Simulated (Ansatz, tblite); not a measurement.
# (KNH2)4 cube (K₄N₄H₈): one state, many levels

The task here is to estimate one member of a computed series from the others.

Program: Ansatz 0.2.0, Gaussian basis. Level of theory: as each input shows. These are calculated values, not measurements.

Plan: GFN1-xTB, GFN2-xTB, PBE-D4/def2-TZVP, r2SCAN-D4/def2-TZVP, PBE-QIDH/def2-TZVP, r2SCAN0-D4/def2-TZVP, BLYP-D4/def2-TZVP, PBE-D4/def2-SVP, PBE0-D4/def2-SVP, HF/STO-3G, MP2/def2-TZVP, RPA/def2-TZVP.

2 further runs of the same task are left out: 2 set aside as unsound or not needed.

## The structure

The geometry is that of the singlet, from an earlier relaxation (PBE0-D4/def2-SVP).

16 atoms, charge 0, spin multiplicity 1.

Bond lengths: K1–N5 2.698 Å, K1–N6 2.731 Å, K1–N7 2.731 Å, K2–N5 2.731 Å, K2–N6 2.698 Å, K2–N8 2.731 Å, K3–N6 2.731 Å, K3–N7 2.731 Å, K3–N8 2.698 Å, K4–N5 2.731 Å, K4–N7 2.698 Å, K4–N8 2.731 Å, N5–H9 1.030 Å, N5–H10 1.028 Å, N6–H11 1.028 Å, N6–H12 1.030 Å, N7–H13 1.030 Å, N7–H14 1.028 Å and more. Angles: N5–K1–N6 99.6°, N5–K1–N7 99.6°, N6–K1–N7 86.2°, N5–K2–N6 99.6°, N5–K2–N8 86.2°, N6–K2–N8 99.6°, N6–K3–N7 86.2°, N6–K3–N8 99.6°, N7–K3–N8 99.6°, N5–K4–N7 99.6°, N5–K4–N8 86.2°, N7–K4–N8 99.6°, K1–N5–K2 80.4°, K1–N5–K4 80.4°, K1–N5–H9 166.1°, K1–N5–H10 94.3°, K2–N5–K4 90.0°, K2–N5–H9 89.8° and more.

PBE0-D4/def2-TZVP was run before; its log isn't repeated, and its numbers join the tables.

Set-up of the first run:

Tight binding, by tblite at 300 K electronic temperature and without a spin-polarisation term:

```python
tblite.interface.Calculator('GFN1-xTB', numbers, positions, charge=0, uhf=0).singlepoint()
```

Tight binding, by tblite at 300 K electronic temperature and without a spin-polarisation term:

```python
tblite.interface.Calculator('GFN2-xTB', numbers, positions, charge=0, uhf=0).singlepoint()
```

start.molden holds the orbitals of an earlier run on this state, given as this run's starting guess.

The input, in.yaml:

```yaml
crystal:
  periodic: [false, false, false]
  atoms:
    - {symbol: K, position_ang: [1.799482, 1.273814, -0.270537]}
    - {symbol: K, position_ang: [-1.468680, 1.338476, 0.992355]}
    - {symbol: K, position_ang: [0.066071, -1.795883, 1.305423]}
    - {symbol: K, position_ang: [-0.396798, -0.816336, -2.027265]}
    - {symbol: N, position_ang: [-0.520488, 1.863327, -1.514569]}
    - {symbol: N, position_ang: [0.840238, 0.661374, 2.211968]}
    - {symbol: N, position_ang: [1.875742, -1.421272, -0.705601]}
    - {symbol: N, position_ang: [-2.195282, -1.103185, 0.007834]}
    - {symbol: H, position_ang: [-1.486650, 1.882952, -1.871846]}
    - {symbol: H, position_ang: [-0.147769, 2.700979, -1.980007]}
    - {symbol: H, position_ang: [0.642540, 1.207788, 3.060237]}
    - {symbol: H, position_ang: [1.759451, 0.272515, 2.467565]}
    - {symbol: H, position_ang: [2.644139, -1.505421, -0.024441]}
    - {symbol: H, position_ang: [2.246298, -2.016638, -1.457558]}
    - {symbol: H, position_ang: [-2.741049, -1.892327, 0.377443]}
    - {symbol: H, position_ang: [-2.917245, -0.650182, -0.571012]}
basis:
  gaussian: {orbitals: def2-TZVP, initial_orbitals: start.molden}
hamiltonian: {xc: pbe, dispersion: d4}
scf: {omitted_lower_state_checks: [starts]}
output: {forces: true, orbitals: {seedname: orbitals}}
```

Command:

```bash
ansatz run in.yaml --threads 4 --pin off --events-out ev --progress --plain --max-ram 8704MiB
```

Steps of the session up to this table: PBE-D4/def2-TZVP; r2SCAN-D4/def2-TZVP; PBE-QIDH/def2-TZVP; r2SCAN0-D4/def2-TZVP; BLYP-D4/def2-TZVP; PBE-D4/def2-SVP; PBE0-D4/def2-SVP; HF/STO-3G; MP2/def2-TZVP; RPA/def2-TZVP.

One of the session's tables, all rows but one given; the rest of the session is left out.

It belongs to the step «Binding energy». 

| level | binding an atom (eV) |
| --- | --- |
| HF/STO-3G | 1.803 |
| HF/def2-TZVP | 1.735 |
| PBE-D4/def2-SVP | 2.921 |
| PBE-D4/def2-TZVP | 2.928 |
| BLYP-D4/def2-TZVP | 2.916 |
| r2SCAN-D4/def2-TZVP | 2.850 |
| PBE0-D4/def2-SVP | ? |
| PBE0-D4/def2-TZVP | 2.832 |
| r2SCAN0-D4/def2-TZVP | 2.777 |
| MP2/def2-TZVP | 2.739 |

**Question.** Estimate the row for PBE0-D4/def2-SVP.

The run gave: binding an atom (eV): 2.826. In the column «binding an atom (eV)» it lies between r2SCAN0-D4/def2-TZVP (2.777) and PBE0-D4/def2-TZVP (2.832).

Caveats from the session: Free atoms were run apart at each level; binding is atoms less cluster, divided by the number of atoms, without zero-point or spin-orbit terms.
